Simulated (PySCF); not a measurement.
# C₅H₆BrFSi: runs on many settings, part 2 of 2

PySCF 2.14.0. Atoms count from 0. The steps go on from the part before.

**6. J couplings: PBE0/pcSseg-1**

Job settings and geometry (Å):

```
{"job": {"kind": "j", "xc": "PBE0", "basis": "pcSseg-1", "scf": {"guess": "sap"}}, "charge": 0, "multiplicity": 1}
F      2.860639     0.765014     0.216214
C      2.091590    -0.368576     0.223889
C      0.641166    -0.066602     0.023114
C      0.104745     1.154213    -0.103700
Si    -1.748998     0.972828    -0.334276
Br    -2.899148     1.806627     1.376401
C     -1.580475    -0.898808    -0.202544
C     -0.290299    -1.196443    -0.030748
H      2.468627    -1.016570    -0.578344
H      2.255021    -0.860256     1.191927
H      0.699103     2.050206    -0.077551
H     -2.346255     1.507134    -1.545988
H     -2.350643    -1.648241    -0.253624
H      0.094250    -2.200998     0.073065
```

Method: PBE0/pcSseg-1 indirect spin-spin coupling, non-relativistic, gas phase.

Log:

```text
final grid: 124880 points
cycle   1  E = -3013.0265425292  dE =  1.279e+02  |g| = 1.407e+01  |ddm| = 7.946e+01
cycle   2  E = -2440.1994137264  dE =  5.728e+02  |g| = 3.076e+01  |ddm| = 8.566e+01
cycle   3  E = -2945.2575937666  dE = -5.051e+02  |g| = 1.625e+01  |ddm| = 3.193e+01
cycle   4  E = -3143.4288480323  dE = -1.982e+02  |g| = 8.710e+00  |ddm| = 2.633e+01
cycle   5  E = -3015.4924590918  dE =  1.279e+02  |g| = 1.555e+01  |ddm| = 4.063e+01
cycle   6  E = -3023.8511701719  dE = -8.359e+00  |g| = 1.538e+01  |ddm| = 1.293e+01
cycle   7  E = -3024.9875694237  dE = -1.136e+00  |g| = 1.541e+01  |ddm| = 4.499e+00
cycle   8  E = -3026.1778708113  dE = -1.190e+00  |g| = 1.536e+01  |ddm| = 4.216e+00
cycle   9  E = -3026.9591870042  dE = -7.813e-01  |g| = 1.532e+01  |ddm| = 2.961e+00
cycle  10  E = -2996.0310032681  dE =  3.093e+01  |g| = 1.590e+01  |ddm| = 3.649e+01
cycle  11  E = -2995.7194162758  dE =  3.116e-01  |g| = 1.610e+01  |ddm| = 2.881e+00
cycle  12  E = -3126.2301141359  dE = -1.305e+02  |g| = 1.083e+01  |ddm| = 5.773e+01
cycle  13  E = -3064.8055096559  dE =  6.142e+01  |g| = 1.481e+01  |ddm| = 5.892e+01
cycle  14  E = -3153.5069997798  dE = -8.870e+01  |g| = 3.006e+00  |ddm| = 6.079e+01
cycle  15  E = -3145.1669766562  dE =  8.340e+00  |g| = 4.764e+00  |ddm| = 1.375e+01
cycle  16  E = -3156.3794952946  dE = -1.121e+01  |g| = 9.046e-01  |ddm| = 1.317e+01
cycle  17  E = -3156.3704241219  dE =  9.071e-03  |g| = 8.657e-01  |ddm| = 1.814e+00
cycle  18  E = -3156.5745864905  dE = -2.042e-01  |g| = 1.361e-01  |ddm| = 1.009e+00
cycle  19  E = -3156.5763891672  dE = -1.803e-03  |g| = 1.112e-01  |ddm| = 1.984e-01
cycle  20  E = -3156.5795242845  dE = -3.135e-03  |g| = 2.992e-02  |ddm| = 1.185e-01
cycle  21  E = -3156.5797367040  dE = -2.124e-04  |g| = 1.429e-02  |ddm| = 4.949e-02
cycle  22  E = -3156.5797859731  dE = -4.927e-05  |g| = 3.078e-03  |ddm| = 1.448e-02
cycle  23  E = -3156.5797880387  dE = -2.066e-06  |g| = 8.588e-04  |ddm| = 2.584e-03
cycle  24  E = -3156.5797881735  dE = -1.349e-07  |g| = 3.177e-04  |ddm| = 8.744e-04
cycle  25  E = -3156.5797881932  dE = -1.964e-08  |g| = 1.095e-04  |ddm| = 3.453e-04
cycle  26  E = -3156.5797881958  dE = -2.587e-09  |g| = 5.484e-05  |ddm| = 1.880e-04
cycle  27  E = -3156.5797881965  dE = -7.722e-10  |g| = 1.138e-05  |ddm| = 6.190e-05
converged SCF energy = -3156.5797881965

Indirect spin-spin couplings (Hz)
  i      j    bonds     total        FC       PSO       DSO        SD
  0 F    1 C    1   -168.858  -214.654    25.234     0.774    19.788
  0 F    2 C    2     20.367    23.316    -3.700     0.079     0.673
  0 F    3 C    3      3.275     5.416    -2.151     0.135    -0.125
  0 F    4 Si   4     -0.882    -0.833    -0.122     0.078    -0.004
  0 F    6 C    4      4.108     3.209     0.506    -0.227     0.620
  0 F    7 C    3      5.965     6.252    -0.624    -0.238     0.575
  0 F    8 H    2     47.687    42.207     9.977    -1.081    -3.416
  0 F    9 H    2     47.507    42.075     9.917    -1.074    -3.411
  0 F   10 H    4      1.562     1.726    -1.539     1.320     0.055
  0 F   12 H    5      2.587     2.665     0.953    -1.025    -0.005
  0 F   13 H    4     -1.606    -1.197     0.461    -1.005     0.135
  1 C    2 C    1     60.833    62.406    -1.884     0.311         -
  1 C    3 C    2     -4.974    -4.592    -0.390     0.009         -
  1 C    4 Si   3     -7.116    -6.810    -0.230     0.022    -0.098
  1 C    6 C    3      5.014     4.915     0.144    -0.045         -
  1 C    7 C    2      6.418     6.405    -0.040     0.054         -
  1 C    8 H    1    162.245   161.256    -0.095     1.084         -
  1 C    9 H    1    162.283   161.298    -0.101     1.086         -
  1 C   10 H    3      5.014     5.075    -0.074     0.012         -
  1 C   11 H    4      0.262     0.327     0.150    -0.214         -
  1 C   13 H    3      2.242     2.079    -0.069     0.232         -
  2 C    3 C    1     96.975   105.938    -9.261     0.298         -
  2 C    4 Si   2    -10.844   -11.073     0.342    -0.049    -0.065
  2 C    6 C    2     -5.303    -5.545     0.205     0.038         -
  2 C    7 C    1     73.320    74.953    -1.937     0.304         -
  2 C    8 H    2     -7.864    -7.816    -0.120     0.072         -
  2 C    9 H    2     -8.206    -8.176    -0.108     0.078         -
  2 C   10 H    2     -8.858    -7.040    -1.624    -0.194         -
  2 C   11 H    3      4.075     4.309     0.030    -0.264         -
  2 C   12 H    3     13.229    13.331     0.288    -0.390         -
  2 C   13 H    2      0.862     1.139    -0.187    -0.090         -
  3 C    4 Si   1    -88.144   -88.665     1.667    -0.161    -0.985
  3 C    6 C    2     16.934    17.091    -0.195     0.039         -
  3 C    7 C    2     -5.414    -5.681     0.241     0.026         -
  3 C    8 H    3      9.158     9.198     0.249    -0.289         -
  3 C    9 H    3      9.264     9.300     0.228    -0.264         -
  3 C   10 H    1    171.073   170.028    -0.018     1.063         -
  3 C   11 H    2      7.451     7.649    -0.048    -0.151         -
  3 C   12 H    3     -0.575    -0.598     0.421    -0.398         -
  3 C   13 H    3      6.252     6.353     0.348    -0.449         -
  4 Si   6 C    1    -81.288   -81.341     1.311    -0.154    -1.104
  4 Si   7 C    2     -8.740    -8.898     0.240    -0.034    -0.048
  4 Si   8 H    4      2.323     2.307    -0.133     0.122     0.027
  4 Si   9 H    4      1.200     1.184    -0.135     0.124     0.028
  4 Si  10 H    2     -8.794    -8.583    -0.009     0.064    -0.266
  4 Si  11 H    1   -252.213  -252.426     1.299    -0.526    -0.559
  4 Si  12 H    2     -8.519    -8.252    -0.074     0.089    -0.282
  4 Si  13 H    3    -16.983   -17.204    -0.165     0.256     0.129
  6 C    7 C    1     95.480   104.869    -9.626     0.237         -
  6 C    8 H    4     -3.228    -3.218     0.172    -0.182         -
  6 C    9 H    4     -3.474    -3.464     0.170    -0.180         -
  6 C   10 H    3      0.109     0.063     0.442    -0.396         -
  6 C   11 H    2      7.335     7.518    -0.022    -0.161         -
  6 C   12 H    1    167.932   167.020    -0.008     0.920         -
  6 C   13 H    2     -7.471    -5.819    -1.254    -0.398         -
  7 C    8 H    3      3.369     3.348    -0.112     0.132         -
  7 C    9 H    3      3.423     3.408    -0.102     0.117         -
  7 C   10 H    3     12.413    12.526     0.318    -0.430         -
  7 C   11 H    3      3.615     3.862     0.064    -0.311         -
  7 C   12 H    2     -8.145    -6.319    -1.465    -0.361         -
  7 C   13 H    1    157.447   156.339     0.136     0.972         -
  8 H    9 H    2    -15.841   -15.813     1.967    -1.995         -
  8 H   10 H    4     -3.771    -3.626     1.076    -1.221         -
  8 H   11 H    5      1.727     1.922     0.461    -0.656         -
  8 H   12 H    5      1.103     1.185     0.716    -0.798         -
  8 H   13 H    4     -0.619    -0.896    -0.739     1.017         -
  9 H   10 H    4     -3.973    -3.850     0.989    -1.112         -
  9 H   12 H    5      1.204     1.287     0.723    -0.806         -
  9 H   13 H    4     -0.696    -0.958    -0.640     0.902         -
 10 H   11 H    3     -0.771    -0.597     0.478    -0.653         -
 10 H   12 H    4      2.002     2.340     1.512    -1.850         -
 11 H   12 H    3     -0.912    -0.731     0.540    -0.721         -
 11 H   13 H    4      0.682     1.132     0.998    -1.448         -
 12 H   13 H    3      9.249     9.505     0.275    -0.532         -
```

It took 72 s on 1 thread of Arm Neoverse V2, shared host; peak memory 0.99 GiB.

The run ended normally, but its values are not to be used for the molecule: the state lies near a triplet instability (lowest triplet Hessian root 0.047 Eh), which can inflate the couplings, so they are set aside. Its HOMO lies at -7.07 eV, against -7.07 eV in step 2 (PBE0/pcSseg-1).

**7. Side by side: NMR shifts**

Shifts (ppm) of some atoms, chosen among heavy atoms and hydrogens apart, with basis size and wall time:

```
          run     C2     C7     C6   H13   H11      F0   Si4  functions  time
PBE0/pcSseg-1  166.1  150.8  139.6  6.82  5.73  -256.1   1.5        197  39 s
 WP04/pcseg-1  161.3  143.9  133.2  6.39  4.93  -234.7  -6.3        159  22 s
   PBE0/6-31G  153.0  138.8  129.8  6.95  5.30  -260.7  35.1        106  12 s
```

**8. Results**

The summary covers parts 1 to 2.

| quantity | value |
| --- | --- |
| ¹³C shifts against TMS (PBE0/pcSseg-1) | 166.1, 150.8, 139.6, 125.2, 87.4 ppm |
| ¹H shifts against TMS (PBE0/pcSseg-1) | 6.82, 6.30, 6.14, 5.73, 5.46, 5.46 ppm |
| ¹⁹F shifts against CFCl3 (PBE0/pcSseg-1) | -256.1 ppm |
| ²⁹Si shifts against TMS (PBE0/pcSseg-1) | 1.5 ppm |
| ⁷⁹Br shifts against HBr (PBE0/pcSseg-1) | -150 ppm |
| surface potential, 1st and 99th percentile | -0.90 V and 1.33 V |
| lowest singlet (PBE0/def2-SVPD) | 4.00 eV (310 nm), f = 0.021 |
| brightest single state of those computed | state 5, 6.18 eV, f = 0.051 |
| lowest triplet | 2.51 eV |
| range of the shift of Si4 | -6.3 to 35.1 ppm |
| property runs in this session | 5, of which 0 failed and 1 gave unsound results |

In words: Single values in the summary come from the first run of each kind that ended normally (PBE0/pcSseg-1; PBE0/def2-SVPD), which need not be the best level. At PBE0/pcSseg-1: The widest tensor belongs to Br5: span 371 ppm, with a paramagnetic part of -351 ppm. At PBE0/pcSseg-1, counted by nearest atom on the grid, the HOMO lies on C3 30 %; C6 24 %, the LUMO on C3, C6 about 18 % each; C2, C7 about 15 % each. The lowest singlet, at 4.00 eV, is HOMO→LUMO 0.98 and is weak; of the 6 states computed, the strongest absorption comes from state 5 at 6.18 eV. The lowest triplet lies 1.50 eV below the lowest singlet (triplets in Tamm-Dancoff, singlets in full TDDFT). Among the atoms with a shift in every run: Across the 3 runs the shift of Si4 moves most, between -6.3 (WP04/pcseg-1) and 35.1 ppm (PBE0/6-31G). Spin-orbit coupling is left out, which matters for shieldings and couplings at and beside the heavy atoms.
